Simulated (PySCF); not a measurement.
# C6H10BrF: magnetic properties

Aim: compute the magnetic properties of C6H10BrF (`C/C(=C\F)C(C)(C)Br`).

Computed with PySCF 2.14.0 and routines of our own; the level stands in each step. Atoms count from 0.

## (1) The system as given

18 atoms, charge 0, multiplicity 1; geometry from: GFN2-xTB.

## (2) Magnetic properties: GIAO KT3/pcSseg-1

Job settings and geometry (Å):

```
{"job": {"kind": "mag", "xc": "KT3", "basis": "pcSseg-1", "isotopologues": 2}, "charge": 0, "multiplicity": 1}
C      1.553082     1.083787    -0.670416
C      0.849662    -0.106445    -0.088301
C      1.453862    -1.286185    -0.014739
F      2.703598    -1.466846    -0.479082
C     -0.547468     0.094961     0.423758
C     -1.403323     0.891604    -0.550035
C     -1.267084    -1.172482     0.853525
Br    -0.368152     1.225208     2.096872
H      2.620559     0.892994    -0.739081
H      1.394841     1.963183    -0.048802
H      1.180249     1.295813    -1.672054
H      1.053878    -2.204123     0.384584
H     -0.983498     1.874354    -0.745011
H     -1.476968     0.347848    -1.491224
H     -2.404824     1.025246    -0.146207
H     -1.362088    -1.850015     0.006305
H     -0.739738    -1.678065     1.658681
H     -2.265345    -0.924520     1.209570
```

Level: GIAO KT3/pcSseg-1 magnetisability, rotational g tensor and spin-rotation constants, non-relativistic, gas phase.

On the command line:

```console
$ OMP_NUM_THREADS=1 python excited_run.py task.json out
```

This one command runs all jobs of the session in turn.

What it wrote:

```text
coarse grid: 68432 points
cycle   1  E = -2922.3859729208  dE = -5.190e-01  |g| = 8.314e-01  |ddm| = 3.859e+00
cycle   2  E = -2922.2523554835  dE =  1.336e-01  |g| = 1.094e+00  |ddm| = 1.722e+00
cycle   3  E = -2922.4857575511  dE = -2.334e-01  |g| = 2.319e-01  |ddm| = 1.216e+00
cycle   4  E = -2922.4928303971  dE = -7.073e-03  |g| = 1.220e-01  |ddm| = 2.706e-01
cycle   5  E = -2922.4962173420  dE = -3.387e-03  |g| = 3.720e-02  |ddm| = 1.276e-01
cycle   6  E = -2922.4965432047  dE = -3.259e-04  |g| = 1.075e-02  |ddm| = 5.050e-02
cycle   7  E = -2922.4965692539  dE = -2.605e-05  |g| = 2.180e-03  |ddm| = 1.302e-02
cycle   8  E = -2922.4965703941  dE = -1.140e-06  |g| = 7.903e-04  |ddm| = 4.147e-03
final grid: 145648 points
cycle   9  E = -2922.4967523722  dE =  1.072e-07  |g| = 1.335e-03  |ddm| = 5.249e-03
cycle  10  E = -2922.4967512367  dE =  1.136e-06  |g| = 2.519e-03  |ddm| = 4.545e-03
cycle  11  E = -2922.4967527361  dE = -1.499e-06  |g| = 2.265e-04  |ddm| = 3.106e-03
cycle  12  E = -2922.4967527480  dE = -1.192e-08  |g| = 3.123e-05  |ddm| = 2.539e-04
cycle  13  E = -2922.4967527482  dE = -1.687e-10  |g| = 1.135e-05  |ddm| = 4.635e-05
converged SCF energy = -2922.4967527482

Magnetisability tensor (1e-30 J/T^2)
    -1475.52        2.30      -74.54
        2.30    -1507.99      -87.44
      -74.54      -87.44    -1690.16
isotropic -1557.89   principal values   -1742.99  -1495.25  -1435.43
isotropic susceptibility -93.818 1e-6 cm^3/mol

Inertial axes            a          b          c
rot. const./GHz      2.0251     0.8263     0.7837
chi total           -93.788    -96.836    -90.831
chi diamagnetic    -745.557  -1435.726  -1500.955
chi paramagnetic    651.769   1338.890   1410.125
quadrupole/D A       -8.191      3.503      4.687
g nuclear            0.6106     0.5144     0.5116
g electronic        -0.6201    -0.5198    -0.5192
g total             -0.0095    -0.0054    -0.0076

Spin-rotation constants (kHz, H = +C I.J)
atom  isotope        aa         bb         cc
  3    19F        2.667      0.530      0.987
  7   79Br        3.278      1.554      2.274
  8     1H       -0.067     -0.032     -0.078
  9     1H       -0.034     -0.056     -0.071
 10     1H       -0.210     -0.056     -0.014
 11     1H       -0.208     -0.042      0.042
 12     1H       -0.220     -0.047     -0.008
 13     1H       -0.083     -0.043     -0.082
 14     1H       -0.006     -0.061     -0.086
 15     1H       -0.086     -0.034     -0.086
 16     1H       -0.220     -0.062      0.005
 17     1H        0.004     -0.063     -0.086
  0    13C*       0.295      0.109      0.108
  1    13C*       0.686      0.220      0.252
  2    13C*       0.694      0.267      0.273
  4    13C*       0.448      0.178      0.214
  5    13C*       0.366      0.140      0.129
* in the singly substituted isotopologue

Isotopologues: g along a, b, c
2H    at 8,9,10,11,12,1    -0.0081    -0.0057    -0.0065
13C   at 0                 -0.0094    -0.0055    -0.0074
```

Run time: 78 s. Hardware: 1 thread of Arm Neoverse V1, shared host; peak memory 0.81 GiB.

From this job:

```csv
quantity,value
magnetisability,-1558·10⁻³⁰ J/T²
molar susceptibility,-93.8·10⁻⁶ cm³/mol
"rotational g (a, b, c)","-0.0095, -0.0054, -0.0076"
```

Orbitals, density, ELF and potential are computed afterwards from the orbital file.

Frontier orbitals at KT3/pcSseg-1, with the share of their density that lies nearest to each atom:

```csv
orbital,energy (eV),lies on
HOMO,-6.05,"C1, C2 about 26 % each; Br7 24 %; F3 11 %"
LUMO,-1.76,Br7 34 %; C4 25 %; C2 15 %
```

ELF in a plane through or near 8 of the atoms.

Values, 10 rows by 14 columns:
```
0.00 0.00 0.00 0.00 0.00 0.00 0.00 0.00 0.00 0.00 0.00 0.00 0.00 0.00
0.00 0.00 0.00 0.00 0.00 0.00 0.00 0.00 0.00 0.00 0.00 0.00 0.00 0.00
0.00 0.00 0.00 0.00 0.01 0.00 0.28 0.99 0.59 0.24 0.24 0.00 0.00 0.00
0.00 0.00 0.01 0.06 0.33 0.27 0.05 0.96 0.66 0.99 0.99 0.07 0.00 0.00
0.00 0.00 0.58 0.91 0.26 0.45 0.18 0.66 0.91 0.23 0.02 0.01 0.00 0.00
0.00 0.00 0.81 0.98 0.63 0.72 0.49 0.76 0.78 0.61 1.00 0.98 0.02 0.00
0.00 0.00 0.01 0.55 0.55 0.37 0.54 0.03 0.48 0.48 0.49 0.37 0.00 0.00
0.00 0.00 0.03 0.64 0.84 0.33 0.99 0.80 0.11 0.62 0.06 0.00 0.00 0.00
0.00 0.00 0.00 0.07 0.17 0.01 0.68 0.41 0.00 0.00 0.00 0.00 0.00 0.00
0.00 0.00 0.00 0.00 0.00 0.00 0.00 0.00 0.00 0.00 0.00 0.00 0.00 0.00
```
The map spans 10.9 Å across and 10.1 Å up, centred on the molecule. Atoms in the plane (x, y in Å): C0 (-1.9, 0.7), C1 (-0.8, -0.3), C2 (-1.1, -1.6), C4 (0.6, 0.1), C6 (1.7, -0.9), H8 (-2.8, 0.2), H12 (0.3, 2.2), H17 (2.7, -0.5).

On the surface of density 0.002 e/bohr³ the electrostatic potential runs, from the 1st to the 99th percentile, from -0.75 V near Br7 to 1.12 V near H11.

## (3) Magnetic properties: GIAO mPW1PW91/3-21G in chloroform

The job, as its differences from that of step 2:

```diff
@@ -1,2 +1,2 @@
-{"job": {"kind": "mag", "xc": "KT3", "basis": "pcSseg-1", "isotopologues": 2}, "charge": 0, "multiplicity": 1}
+{"job": {"kind": "mag", "xc": "mPW1PW91", "basis": "3-21G", "solvent": "chloroform"}, "charge": 0, "multiplicity": 1}
 C      1.553082     1.083787    -0.670416
```

With the program's defaults for keys left out, this is: GIAO mPW1PW91/3-21G magnetisability, non-relativistic, IEF-PCM chloroform.

What it wrote:

```text
coarse grid: 68432 points
cycle   1  E = -2894.5053379100  dE = -1.948e+00  |g| = 5.328e-01  |ddm| = 4.037e+00
cycle   2  E = -2894.4841103586  dE =  2.123e-02  |g| = 6.497e-01  |ddm| = 1.260e+00
cycle   3  E = -2894.5700960133  dE = -8.599e-02  |g| = 6.081e-02  |ddm| = 6.764e-01
cycle   4  E = -2894.5709087445  dE = -8.127e-04  |g| = 2.030e-02  |ddm| = 8.637e-02
cycle   5  E = -2894.5709958893  dE = -8.714e-05  |g| = 4.808e-03  |ddm| = 2.274e-02
cycle   6  E = -2894.5710015627  dE = -5.673e-06  |g| = 7.793e-04  |ddm| = 6.976e-03
final grid: 145648 points
cycle   7  E = -2894.5710429655  dE =  1.898e-07  |g| = 1.244e-03  |ddm| = 3.193e-03
cycle   8  E = -2894.5710422386  dE =  7.269e-07  |g| = 2.082e-03  |ddm| = 4.318e-03
cycle   9  E = -2894.5710433827  dE = -1.144e-06  |g| = 1.011e-04  |ddm| = 2.630e-03
cycle  10  E = -2894.5710433847  dE = -2.030e-09  |g| = 1.371e-05  |ddm| = 1.244e-04
cycle  11  E = -2894.5710433848  dE = -5.366e-11  |g| = 2.518e-06  |ddm| = 2.081e-05
converged SCF energy = -2894.5710433848

Magnetisability tensor (1e-30 J/T^2)
    -1549.71       -5.64      -75.21
       -5.64    -1599.16      -75.46
      -75.21      -75.46    -1755.89
isotropic -1634.92   principal values   -1806.60  -1578.50  -1519.66
isotropic susceptibility -98.457 1e-6 cm^3/mol

Inertial axes            a          b          c
rot. const./GHz      2.0251     0.8263     0.7837
chi total           -97.580   -101.481    -96.311
chi diamagnetic    -743.726  -1435.188  -1500.845
chi paramagnetic    646.146   1333.708   1404.535
quadrupole/D A       -9.897      3.993      5.903
```

Run time: 20 s. Hardware: 1 thread of Arm Neoverse V1, shared host; peak memory 0.72 GiB.

Key values:

```csv
quantity,value
magnetisability,-1635·10⁻³⁰ J/T²
molar susceptibility,-98.5·10⁻⁶ cm³/mol
```

## (4) Summary of results

```
                                          quantity                      value
       magnetisability (step 2, GIAO KT3/pcSseg-1)           -1558·10⁻³⁰ J/T²
  molar susceptibility (step 2, GIAO KT3/pcSseg-1)         -93.8·10⁻⁶ cm³/mol
rotational g (a, b, c) (step 2, GIAO KT3/pcSseg-1)  -0.0095, -0.0054, -0.0076
             surface potential, 1st and 99th percentile         -0.75 V and 1.12 V
```

In words: Steps that list no spin-orbit terms leave them out, which matters at and beside the heavy atoms. By nearest atom (KT3/pcSseg-1), the HOMO sits on C1, C2 about 26 % each; Br7 24 % and the LUMO on Br7 34 %; C4 25 %. Vibrational averaging and real surroundings are missing from these values.
